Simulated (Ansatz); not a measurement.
C4H2BrCl, SMILES C=C1C(Cl)=C1Br, a single point from an input written key by key

Computed with the Ansatz DFT code, driven from Python.

Contents of `input.yaml`:
```yaml
crystal:
  periodic: [false, false, false]
  atoms:
    - { symbol: C, position_ang: [1.4871, 0.0724, 0.0868] }
    - { symbol: C, position_ang: [0.1793, -0.009, 0.0164] }
    - { symbol: C, position_ang: [-1.0129, -0.6957, 0.1586] }
    - { symbol: Cl, position_ang: [-1.7392, -2.0722, 0.5678] }
    - { symbol: C, position_ang: [-1.0694, 0.5355, -0.2603] }
    - { symbol: Br, position_ang: [-1.932, 1.9553, -0.8028] }
    - { symbol: H, position_ang: [2.082, -0.7728, 0.4158] }
    - { symbol: H, position_ang: [2.005, 0.9866, -0.1824] }
basis:
  gaussian: { orbitals: def2-SVP }
hamiltonian:
  xc: { name: wB97M-V }
output:
  forces: true
```

Interactive session:
```pycon
>>> import ansatz as az
>>> import numpy as np
>>> import pandas as pd
>>> session = az.Session.from_deck("input.yaml")
>>> rep = session.plan(threads=1).execute().report
>>> print("reference energy %16.6f eV" % rep["reference_energy_ev"])
reference energy    -86724.094353 eV
>>> print("total energy     %16.6f eV" % rep["free_energy_ev"])
total energy        -86724.094353 eV
>>> print("occupied orbitals outside the frozen core (up, down):", rep["n_occupied"], " frozen:", rep["n_frozen"], " virtual:", rep["n_virtual"])
occupied orbitals outside the frozen core (up, down): [39, 39]  frozen: 0  virtual: [77, 77]
>>> symbols = ["C", "C", "C", "Cl", "C", "Br", "H", "H"]
>>> print("forces (eV/A)")
forces (eV/A)
>>> for symbol, f in zip(symbols, rep["forces_ev_ang"]):
...     print(f"  {symbol:2s} {f[0]:9.4f} {f[1]:9.4f} {f[2]:9.4f}")
...
  C     1.2548    0.0822    0.0656
  C     2.8577    0.1712    0.1562
  C    -0.8783   -0.0965   -0.0336
  Cl   -1.2791   -2.3047    0.6806
  C    -0.7106    0.0488   -0.0693
  Br   -1.4059    2.0829   -0.8065
  H     0.0883   -0.1798    0.0673
  H     0.0731    0.1958   -0.0604
>>> charges = rep["charge_distribution"]
>>> table = pd.DataFrame({"atom": symbols, "mulliken": charges["mulliken_charges_e"], "lowdin": charges["lowdin_charges_e"]})
>>> table.round(3)
  atom  mulliken  lowdin
0    C    -0.166  -0.076
1    C     0.040  -0.115
2    C     0.059  -0.287
3   Cl    -0.006   0.397
4    C     0.020  -0.270
5   Br     0.055   0.348
6    H    -0.001   0.001
7    H    -0.002   0.001
>>> print("dipole (e A):", np.round(charges["dipole_moment_e_ang"], 4) + 0.0)
dipole (e A): [-0.3061 -0.0106 -0.0193]
```

Total energies depend on the basis set; only differences at equal settings carry meaning. The geometry is a force-field or estimated start, not a minimum of this method, and the basis set is short of its limit. The Löwdin charges here are taken after orthogonalising the functions within each atom; they differ from plain Löwdin charges, and their signs can be unphysical. Hardware and time: 11 s on 1 thread of INTEL(R) XEON(R) PLATINUM 8581C CPU @ 2.30GHz (Emerald Rapids) (shared host), peak memory 0.47 GiB.
